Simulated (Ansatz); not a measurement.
# AlF2H4N: the cost of one run

The runs use Ansatz 0.2.0; RHF/def2-SVP.

### 1 Reference run: AlF2H4N, relaxed

input.yaml

```yaml
crystal:
  periodic: [false, false, false]
  atoms:
    - { symbol: Al, position_ang: [-0.198169, -1.096813, 0.106066] }
    - { symbol: "N", position_ang: [0.553929, 0.977368, -0.249454] }
    - { symbol: F, position_ang: [-0.636575, -1.917992, -1.279739] }
    - { symbol: F, position_ang: [0.477753, -1.862509, 1.426597] }
    - { symbol: H, position_ang: [-0.683828, 0.850018, 0.263905] }
    - { symbol: H, position_ang: [-1.473542, 0.363734, 0.600031] }
    - { symbol: H, position_ang: [0.658469, 1.326182, -1.212009] }
    - { symbol: H, position_ang: [1.301964, 1.360112, 0.344703] }
basis:
  gaussian: { orbitals: def2-SVP }
hamiltonian:
  xc: hf
output:
  forces: true
relax:
  f_tol: 0.02
  max_steps: 120
  constraints:
    - { distance: [0, 5] }
    - { distance: [1, 4] }
    - { distance: [0, 1] }
    - { distance: [4, 5] }
  escape_saddle: false
```

Launch:

```sh
ansatz run input.yaml --threads 1 --pin off --max-ram 2560MiB --backend cpu --events-out ev --progress --plain --runs-dir out
```

What time and memory should one allow on 1 thread of Arm Neoverse V1, shared host?

About 7 s, with a peak of 0.14 GiB.
